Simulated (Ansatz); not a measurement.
# AlClH4OSSi: small, medium and large basis sets

One table from this session's results is given with a row withheld; the runs are named, their logs left out.

The runs use Ansatz 0.2.0, Gaussian basis; one geometry, several basis sets.

The runs, in order: PBE0-D4/def2-SVP; ωB97M-V/def2-SVP; PBE0-D4/def2-QZVPP; ωB97M-V/def2-QZVPP; the functionals' def2-TZVPP values are taken from earlier runs.

## The geometry

An earlier PBE0-D4 in a triple-zeta def2 set relaxation fixed the geometry.

SMILES `[SiH3][O][Al]([SH])[Cl]`, 9 atoms, charge 0, spin multiplicity 1.

Atoms are counted from 1 here; the program's logs count them from 0.

Bond lengths: Si1–O2 1.629 Å, Si1–H6 1.486 Å, Si1–H7 1.486 Å, Si1–H8 1.486 Å, O2–Al3 1.668 Å, Al3–S4 2.161 Å, Al3–Cl5 2.081 Å, S4–H9 1.345 Å. Angles: O2–Si1–H6 110.2°, O2–Si1–H7 109.3°, O2–Si1–H8 109.9°, H6–Si1–H7 109.1°, H6–Si1–H8 109.2°, H7–Si1–H8 109.1°, Si1–O2–Al3 165.9°, O2–Al3–S4 120.9°, O2–Al3–Cl5 120.6°, S4–Al3–Cl5 118.4°, Al3–S4–H9 92.0°.

The first run:

File in.yaml:

```yaml
crystal:
  periodic: [false, false, false]
  atoms:
    - {symbol: Si, position_ang: [-1.749216, -0.032585, 0.068496]}
    - {symbol: O, position_ang: [-0.122769, 0.037633, -0.000707]}
    - {symbol: Al, position_ang: [1.474860, 0.512683, -0.068778]}
    - {symbol: S, position_ang: [3.066885, -0.947539, -0.108119]}
    - {symbol: Cl, position_ang: [1.979671, 2.531337, -0.117370]}
    - {symbol: H, position_ang: [-2.344868, 0.812917, -0.998549]}
    - {symbol: H, position_ang: [-2.188356, -1.438913, -0.123777]}
    - {symbol: H, position_ang: [-2.220858, 0.447499, 1.393365]}
    - {symbol: H, position_ang: [2.193151, -1.969334, -0.061661]}
basis:
  gaussian: {orbitals: def2-SVP}
hamiltonian: {xc: pbe0, dispersion: d4}
output: {orbitals: {seedname: orbitals}}
```

Command:

```sh
$ ansatz run in.yaml --threads 4 --pin off --events-out ev --progress --plain --max-ram 10444MiB
```

Steps of the session up to this table: PBE0-D4 in def2-SVP; ωB97M-V in def2-SVP; PBE0-D4 in def2-QZVPP; ωB97M-V in def2-QZVPP.

One table of the session follows, with a row left open; its other results are not shown here.

It belongs to the step «Density functionals: the series». 

```
functional       basis  HOMO (eV)
   PBE0-D4    def2-SVP          ?
   PBE0-D4  def2-TZVPP      -8.07
   PBE0-D4  def2-QZVPP      -8.09
   ωB97M-V    def2-SVP     -10.06
   ωB97M-V  def2-TZVPP     -10.25
   ωB97M-V  def2-QZVPP     -10.29
```

**Question.** Estimate the row for PBE0-D4, def2-SVP.

As computed: HOMO (eV): -7.92. In the column «HOMO (eV)» it is the highest.
